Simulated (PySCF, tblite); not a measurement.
**C₆H₈FOP: geometry, infrared bands and NMR shifts**

What infrared bands and NMR shifts should C₆H₈FOP (`C=CC[P@]1(=O)C(C)=C1F`) show?

Computed with tblite 0.8.0 and PySCF 2.14.0, with density-fitted response routines of our own, on a single molecule in the gas phase. Atoms are numbered from 0 throughout.

## (1) Starting geometry

17 atoms, charge 0, multiplicity 1; geometry from: force field or distance geometry start.

Bonds of the start (Å): C0–C1 1.32, C1–C2 1.47, C2–P3 1.79, P3–O4 1.48, P3–C5 1.81, C5–C6 1.50, C5–C7 1.35, C7–F8 1.37, C7–P3 1.81, C0–H9 1.09, C0–H10 1.09, C1–H11 1.09, C2–H12 1.11, C2–H13 1.11, C6–H14 1.10, C6–H15 1.13, C6–H16 1.10.

## (2) Relaxing the molecule with GFN2-xTB

The job: settings as JSON, then the geometry in Å.

```
{"job": {"kind": "relax", "xc": "GFN2-xTB", "basis": "xTB"}, "charge": 0, "multiplicity": 1}
C     -2.584500    -0.595300    -0.155100
C     -1.667600     0.269400     0.240000
C     -1.003100     1.258500    -0.628100
P      0.772000     1.062100    -0.750100
O      1.488200     1.568200    -1.937000
C      1.568900    -0.201200     0.263500
C      1.935100    -1.659900     0.294900
C      1.590300     1.014900     0.858200
F      2.011500     1.643800     1.995200
H     -2.965900    -0.638900    -1.170600
H     -3.031600    -1.299400     0.543800
H     -1.358300     0.236600     1.289100
H     -1.272100     2.255800    -0.214200
H     -1.466200     1.184100    -1.632900
H      2.948100    -1.834500     0.673500
H      1.225700    -2.154800     1.023500
H      1.802600    -2.097300    -0.703600
```

Launch:

```
$ OMP_NUM_THREADS=1 python probes_run.py task.json out
```

One launch serves the whole session: the jobs run in the order shown.

**Question.** This job is followed by: GFN2-xTB harmonic vibrations, gas phase; GIAO PBE0/pcSseg-1 NMR shielding, non-relativistic, gas phase. What will the session give for the following? strongest single infrared mode (GFN2-xTB); zero-point energy (GFN2-xTB); 13C shifts against TMS (PBE0/pcSseg-1); 1H shifts against TMS (PBE0/pcSseg-1, means over atoms taken as alike); 31P shifts against H3PO4 (PBE0/pcSseg-1); 17O shifts against H2O (PBE0/pcSseg-1); 19F shifts against CFCl3 (PBE0/pcSseg-1).

**Answer**, as computed:

| quantity | value |
| --- | --- |
| strongest single infrared mode (GFN2-xTB) | 1217 cm⁻¹, 204 km/mol |
| zero-point energy (GFN2-xTB) | 77.3 kcal/mol |
| 13C shifts against TMS (PBE0/pcSseg-1) | 183.3, 147.3, 138.4, 126.1, 41.8, 12.3 ppm |
| 1H shifts against TMS (PBE0/pcSseg-1, means over atoms taken as alike) | 5.75, 5.37, 5.35, 3.40, 3.15, 2.16 ppm |
| 31P shifts against H3PO4 (PBE0/pcSseg-1) | -49.6 ppm |
| 17O shifts against H2O (PBE0/pcSseg-1) | 154.4 ppm |
| 19F shifts against CFCl3 (PBE0/pcSseg-1) | -87.8 ppm |

What this shows: The optimisation took 83 steps and gained 0.360 eV; among the close pairs (by a distance rule), C2–P3 changed most, from 1.790 to 1.841 Å. No mode is imaginary among the 45: a minimum at this level. The strongest single mode, at 1217 cm⁻¹, moves mainly C7 and C5. GFN2-xTB is a fitted tight-binding method: band positions and strengths are rough. Its intensities can rank the bands wrongly. The most deshielded hydrogen is H11 (hydrogen on an alkene CH), at 5.75 ppm: a vinylic proton, deshielded by the sp2 carbon and the C=C anisotropy. At PBE0/pcSseg-1: Shielding is most anisotropic at P3 (span 448 ppm, paramagnetic term -596 ppm).
